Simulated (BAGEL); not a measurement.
# CH3NO2Si (SMILES N#C[SiH](O)O) at B3LYP/cc-pVDZ (density fitting with qzvpp-jkfit)

What is the energy change on altering one bond length of CH3NO2Si at B3LYP/cc-pVDZ (density fitting with qzvpp-jkfit)? 

Program for the calculation: BAGEL 1.2.2.

6 further runs of the same task are left out: 6 that didn't finish. Runs told in other sessions of the task aren't counted.

## Step 1: The system as given

CH3NO2Si: 8 atoms, total charge 0, spin state singlet. As SMILES, `N#C[SiH](O)O`. The coordinates come from a GFN2-xTB relaxation. This is one conformer, not always the lowest.

Bond lengths: N1–C2 1.145 Å, C2–Si3 1.879 Å, Si3–O4 1.619 Å, Si3–O5 1.619 Å, Si3–H6 1.442 Å, O4–H7 0.953 Å, O5–H8 0.953 Å. Angles: N1–C2–Si3 179.8°, C2–Si3–O4 108.5°, C2–Si3–O5 108.4°, O4–Si3–O5 115.3°, C2–Si3–H6 113.5°, O4–Si3–H6 105.4°, O5–Si3–H6 105.8°, Si3–O4–H7 126.2°, Si3–O5–H8 126.2°.

## Step 2: A single-point energy at B3LYP/cc-pVDZ (density fitting with qzvpp-jkfit)

File calc.json:

```json
{ "bagel" : [

{
  "title" : "molecule",
  "basis" : "cc-pvdz.json",
  "df_basis" : "qzvpp-jkfit",
  "angstrom" : true,
  "geometry" : [
    { "atom" : "N", "xyz" : [    0.977550,   -1.875150,    1.633010 ] },
    { "atom" : "C", "xyz" : [    0.561850,   -0.972180,    1.064260 ] },
    { "atom" : "Si", "xyz" : [   -0.120290,    0.505610,    0.124790 ] },
    { "atom" : "O", "xyz" : [    0.940530,    0.914920,   -1.027160 ] },
    { "atom" : "O", "xyz" : [   -1.606230,    0.136160,   -0.402310 ] },
    { "atom" : "H", "xyz" : [   -0.273860,    1.685710,    0.939950 ] },
    { "atom" : "H", "xyz" : [    1.411810,    0.315080,   -1.597800 ] },
    { "atom" : "H", "xyz" : [   -1.891360,   -0.710150,   -0.734740 ] }
  ]
},
{
  "title" : "ks",
  "xc_func" : "b3lyp"
},
{
  "title" : "print",
  "file" : "orbitals.molden",
  "orbitals" : true
}

]}
```

The basis set cc-pVDZ is read from a file made from the Basis Set Exchange's data (not shown).

Launch:

```console
$ BAGEL_NUM_THREADS=1 BAGEL calc.json > calc.out
```

Log:

```text
* using 1 threads per process

  ===============================================================
  ===============================================================

  *** Geometry ***

  { "atom" : "N", "xyz" : [      1.847302,     -3.543520,      3.085942 ] },
  { "atom" : "C", "xyz" : [      1.061743,     -1.837154,      2.011160 ] },
  { "atom" : "Si", "xyz" : [     -0.227315,      0.955464,      0.235819 ] },
  { "atom" : "O", "xyz" : [      1.777344,      1.728948,     -1.941051 ] },
  { "atom" : "O", "xyz" : [     -3.035335,      0.257305,     -0.760256 ] },
  { "atom" : "H", "xyz" : [     -0.517520,      3.185530,      1.776248 ] },
  { "atom" : "H", "xyz" : [      2.667934,      0.595415,     -3.019404 ] },
  { "atom" : "H", "xyz" : [     -3.574152,     -1.341989,     -1.388457 ] },

  Number of auxiliary basis functions:      488

  Since a DF basis is specified, we compute 2- and 3-index integrals:
    o Being stored without compression. Storage requirement is 0.031 GB

  Number of basis functions:       89
  Number of electrons      :       46

    * METHOD: MOLECULE                             0.41

  *** Kohn-Sham DFT ***

    * Removing 14457 points whose weight is below 1.00e-10
    * Grid points: 104791

  === Nuclear Repulsion ===
   212.0715271876

       - DIIS with orbital gradients will be used.

  === KS iteration (b3lyp / cc-pvdz.json) ===
      0       -501.68341805          0.09740963           0.60
      1       -404.80111669          0.19038419           0.58
      2       -425.90055078          0.17582481           0.59
      3       -523.75722461          0.10317247           0.59
      4       -530.14539296          0.06028944           0.59
      5       -534.08947138          0.03115978           0.59
      6       -534.62416411          0.01079153           0.59
      7       -534.67117729          0.00565133           0.59
      8       -534.68342627          0.00494632           0.59
      9       -534.69607518          0.00098401           0.59
     10       -534.69659769          0.00019016           0.59
     11       -534.69661996          0.00004992           0.59
     12       -534.69662021          0.00004248           0.59
     13       -534.69662142          0.00000653           0.59
     14       -534.69662144          0.00000344           0.59
     15       -534.69662145          0.00000165           0.58
     16       -534.69662145          0.00000025           0.59
     17       -534.69662145          0.00000016           0.58
     18       -534.69662145          0.00000006           0.59
     19       -534.69662145          0.00000004           0.59
     20       -534.69662145          0.00000001           0.58
    * SCF iteration converged.

    * Permanent dipole moment:
           (    0.284515,    -0.022312,     1.032623) a.u.

    * METHOD: KS                                  13.30

    * METHOD: PRINT                                0.03

  ===============================================================
```

Run time: 14 s. Hardware: 1 thread of Arm Neoverse N1, shared host; peak memory 0.45 GiB.

## Step 3: The distorted shape

File job.json:

```json
{ "bagel" : [

{
  "title" : "molecule",
  "basis" : "cc-pvdz.json",
  "df_basis" : "qzvpp-jkfit",
  "angstrom" : true,
  "geometry" : [
    { "atom" : "N", "xyz" : [       1.054335,      -2.465202,       1.225429 ] },
    { "atom" : "C", "xyz" : [       0.638635,      -1.562232,       0.656679 ] },
    { "atom" : "Si", "xyz" : [      -0.043505,      -0.084442,      -0.282791 ] },
    { "atom" : "O", "xyz" : [       1.017315,       0.324868,      -1.434741 ] },
    { "atom" : "O", "xyz" : [      -1.529445,      -0.453892,      -0.809891 ] },
    { "atom" : "H", "xyz" : [      -0.273860,       1.685710,       0.939950 ] },
    { "atom" : "H", "xyz" : [       1.488595,      -0.274972,      -2.005381 ] },
    { "atom" : "H", "xyz" : [      -1.814575,      -1.300202,      -1.142321 ] }
  ]
},

{
  "title" : "ks",
  "xc_func" : "b3lyp"
},

{
  "title" : "print",
  "file" : "orbitals.molden",
  "orbitals" : true
}

]}
```

The basis set cc-pVDZ is read from a file made from the Basis Set Exchange's data (not shown).

Launch:

```console
$ BAGEL_NUM_THREADS=1 BAGEL job.json > job.out
```

Log:

```text
* using 1 threads per process

  ===============================================================
  ===============================================================

  *** Geometry ***

  { "atom" : "N", "xyz" : [      1.992404,     -4.658557,      2.315725 ] },
  { "atom" : "C", "xyz" : [      1.206845,     -2.952191,      1.240943 ] },
  { "atom" : "Si", "xyz" : [     -0.082213,     -0.159572,     -0.534398 ] },
  { "atom" : "O", "xyz" : [      1.922447,      0.613912,     -2.711268 ] },
  { "atom" : "O", "xyz" : [     -2.890232,     -0.857732,     -1.530472 ] },
  { "atom" : "H", "xyz" : [     -0.517520,      3.185530,      1.776248 ] },
  { "atom" : "H", "xyz" : [      2.813037,     -0.519622,     -3.789621 ] },
  { "atom" : "H", "xyz" : [     -3.429050,     -2.457026,     -2.158674 ] },

  Number of auxiliary basis functions:      488

  Since a DF basis is specified, we compute 2- and 3-index integrals:
    o Being stored without compression. Storage requirement is 0.031 GB

  Number of basis functions:       89
  Number of electrons      :       46

    * METHOD: MOLECULE                             0.41

  *** Kohn-Sham DFT ***

    * Removing 13909 points whose weight is below 1.00e-10
    * Grid points: 105339

  === Nuclear Repulsion ===
   209.3173725311

       - DIIS with orbital gradients will be used.

  === KS iteration (b3lyp / cc-pvdz.json) ===
      0       -501.56474372          0.09690838           0.60
      1       -406.32588849          0.19753584           0.59
      2       -425.10277618          0.17122049           0.58
      3       -522.24147806          0.12114644           0.58
      4       -527.02258205          0.09129446           0.59
      5       -534.25176488          0.02613296           0.58
      6       -534.51974061          0.01189793           0.58
      7       -534.56715776          0.00851086           0.58
      8       -534.62075781          0.00276092           0.58
      9       -534.62310568          0.00172954           0.58
     10       -534.62519311          0.00026557           0.58
     11       -534.62523177          0.00012690           0.59
     12       -534.62523980          0.00003043           0.59
     13       -534.62524041          0.00001364           0.59
     14       -534.62524051          0.00000473           0.59
     15       -534.62524053          0.00000191           0.59
     16       -534.62524053          0.00000095           0.59
     17       -534.62524053          0.00000016           0.59
     18       -534.62524053          0.00000015           0.59
     19       -534.62524053          0.00000006           0.59
     20       -534.62524053          0.00000001           0.59
     21       -534.62524053          0.00000001           0.59
    * SCF iteration converged.

    * Permanent dipole moment:
           (    0.238015,     0.288762,     1.224090) a.u.

    * METHOD: KS                                  13.86

    * METHOD: PRINT                                0.03

  ===============================================================
```

Run time: 15 s. Hardware: 1 thread of Arm Neoverse N1, shared host; peak memory 0.45 GiB.

## Step 4: Results

Level: B3LYP/cc-pVDZ (density fitting with qzvpp-jkfit).

```
                                                          quantity          value
                                         first shape: total energy  -534.69662 Eh
                                        first shape: dipole moment         2.72 D
                                          first shape: HOMO energy       -9.18 eV
                                          first shape: LUMO energy       -0.59 eV
                                        first shape: HOMO–LUMO gap        8.60 eV
                                     distorted shape: total energy  -534.62524 Eh
                                    distorted shape: dipole moment         3.25 D
                                      distorted shape: HOMO energy       -8.22 eV
                                      distorted shape: LUMO energy       -1.70 eV
                                    distorted shape: HOMO–LUMO gap        6.52 eV
energy change with the Si3–H6 bond stretched from 1.442 to 2.164 Å       1.942 eV
```

**Reading.** With the Si3–H6 bond stretched from 1.442 to 2.164 Å the energy rises by 1.94 eV (187 kJ/mol). The first shape isn't relaxed at this level, so the change isn't measured from a minimum.
